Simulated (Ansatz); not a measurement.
2 structures of NbRu3, a ranking of polymorphs by energy

Program: Ansatz's Python interface.

Notebook, run cell by cell (the value of a cell's last expression is shown):

In [1]:
```python
import csv

import ansatz as az
import numpy as np
import spglib
```

In [2]:
```python
XC = 'pbesol'
CUTOFF_EV = 500
KSPACING = 0.33
OCCUPATIONS = 'gaussian'
SMEARING_WIDTH = 0.05
```

In [3]:
```python
PHASES = {
    'Pm-3m': (
        [(3.88, 0.0, 0.0), (0.0, 3.88, 0.0), (0.0, 0.0, 3.88)],
        [
            ('Nb', (0.0, 0.0, 0.0)),
            ('Ru', (0.0, 0.5, 0.5)),
            ('Ru', (0.5, 0.0, 0.5)),
            ('Ru', (0.5, 0.5, 0.0)),
        ],
    ),
    'P-6m2': (
        [(2.77506, 0.0, 0.0), (-1.38753, 2.40327, 0.0), (0.0, 0.0, 9.01327)],
        [
            ('Nb', (0.0, 0.0, 0.5)),
            ('Ru', (0.0, 0.0, 0.0)),
            ('Ru', (1 / 3, 2 / 3, 0.76491)),
            ('Ru', (1 / 3, 2 / 3, 0.23509)),
        ],
    ),
}
```

In [4]:
```python
def build(vectors, sites):
    crystal = az.Crystal(lattice=az.Lattice.of(vectors))
    for symbol, position in sites:
        crystal = crystal.atom(symbol, position)
    return crystal
```

In [5]:
```python
def run_phase(name, crystal):
    calc = (
        crystal.calculation()
        .functional(XC)
        .basis(CUTOFF_EV)
        .kpoints(spacing=KSPACING)
        .occupations(OCCUPATIONS, width=SMEARING_WIDTH)
        .stress()  # GPa
        .band_table()
    )
    return calc.run()
```

In [6]:
```python
def pressure_gpa(outcome):
    return float(np.trace(outcome.report['stress_gpa']) / 3)
```

In [7]:
```python
def space_group(outcome):
    sites = outcome.report['lattice']['sites']
    kinds = sorted({site['symbol'] for site in sites})
    cell = (outcome.lattice.cell_ang, [site['position_frac'] for site in sites], [kinds.index(site['symbol']) for site in sites])
    return spglib.get_spacegroup(cell, symprec=0.01)
```

In [8]:
```python
def volume_per_atom(outcome):
    return abs(np.linalg.det(outcome.lattice.cell_ang)) / len(outcome.lattice.sites)
```

In [9]:
```python
phases = {name: build(*cell) for name, cell in PHASES.items()}
```

In [10]:
```python
done = {}
for name, crystal in phases.items():
    try:
        done[name] = run_phase(name, crystal)
    except az.NonConvergedError as error:
        print(name, 'did not converge:', str(error)[:120])
```

In [11]:
```python
energy = {name: o.report['energy_sigma0_ev'] / len(o.lattice.sites) for name, o in done.items()}
lowest = min(energy.values())
rows = [(name, len(o.lattice.sites), 1000 * (energy[name] - lowest), pressure_gpa(o), space_group(o), volume_per_atom(o)) for name, o in done.items()]
rows.sort(key=lambda row: row[2])
with open('polymorphs.csv', 'w', newline='') as handle:
    writer = csv.writer(handle)
    writer.writerow(['phase', 'atoms', 'dE (meV/atom)', 'P (GPa)', 'space group', 'V (A^3/atom)'])
    writer.writerows([round(v, 4) if isinstance(v, float) else v for v in row] for row in rows)
print(open('polymorphs.csv').read())
print('lowest in energy:', rows[0][0])
```
```text
phase,atoms,dE (meV/atom),P (GPa),space group,V (A^3/atom)
Pm-3m,4,0.0,-6.016,Pm-3m (221),14.6028
P-6m2,4,170.338,-12.5964,P-6m2 (187),15.0279

lowest in energy: Pm-3m
```

By space group at the end of each run: Pm-3m (+0 meV an atom, 14.6 Å³) and P-6m2 (+170 meV an atom, 15.0 Å³).

Caveats:
- Absolute energies stand on the zero of these potentials, so only differences at equal settings mean something.
- Pressure is positive in compression.
- The cells come from databases of deposited and of computed structures, and not all need be stable phases.
- The ranking holds among these structures alone, at zero temperature; the ground state may be another structure. Differences under about 40 meV an atom lie within the error of mesh and functional.
- Run time: 10 s on 1 thread of Arm Neoverse N1, on a shared host, peak memory 0.4 GiB.

(Lines on the test bed's own set-up are left out of the output.)
